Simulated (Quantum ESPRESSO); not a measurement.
Wanted: the native input for a Quantum ESPRESSO 7.5 run.

* Task: single point
* Functional: PBE
* Potentials or basis: SG15 PBE 1.2
* Cutoff: 1197 eV
* Density cutoff: 4789 eV
* k mesh: 5 × 5 × 4
* Occupations: fermi-dirac, width 0.05 eV
* Spin: no spin polarisation
* Mixing beta: 0.5
* Most SCF iterations: 120
* SCF threshold: 4e-10 Ry

Crystal: GaB.

```
Ga B
1.0
     2.71824    0.00000    0.00000
     0.00000    2.71824    0.00000
     0.00000    0.00000    3.23621
Ga B
1 1
Direct
  0.50000 0.50000 0.50000
  0.00000 0.00000 0.00000
```

The cell was built by a generator and needn't be a form met in nature.

The input as run:

pw.in

```
&CONTROL
  calculation = 'scf'
  prefix = 'pwscf'
  outdir = './tmp'
  pseudo_dir = './pseudo'
  tprnfor = .true.
  tstress = .true.
  disk_io = 'nowf'
/
&SYSTEM
  ibrav = 0
  nat = 2
  ntyp = 2
  ecutwfc = 88
  nbnd = 14
  occupations = 'smearing'
  smearing = 'fd'
  degauss = 0.00367493
/
&ELECTRONS
  conv_thr = 4d-10
  electron_maxstep = 120
  mixing_beta = 0.5
/
ATOMIC_SPECIES
Ga    69.7230 Ga_ONCV_PBE-1.2.upf
B     10.8100 B_ONCV_PBE-1.2.upf
CELL_PARAMETERS angstrom
   2.7182400000    0.0000000000    0.0000000000
   0.0000000000    2.7182400000    0.0000000000
   0.0000000000    0.0000000000    3.2362100000
ATOMIC_POSITIONS crystal
Ga     0.5000000000    0.5000000000    0.5000000000
B      0.0000000000    0.0000000000    0.0000000000
K_POINTS automatic
5 5 4 0 0 0
```

Potentials or basis: SG15 PBE 1.2.

Command:

```console
$ OMP_NUM_THREADS=1 mpirun -n 2 pw.x -nk 2 -in pw.in > pw.out
```

Results of the run:

- Pressure: -1.8 GPa
- Band gap on the k mesh: none (metal or under the smearing width)

Caveat: the k mesh is coarse (spacing up to 0.49 Å⁻¹), so the values aren't converged.

It took 4.5 s on 2 MPI ranks on Arm Neoverse V1, with other jobs on the host, peak memory 0.12 GiB a rank.
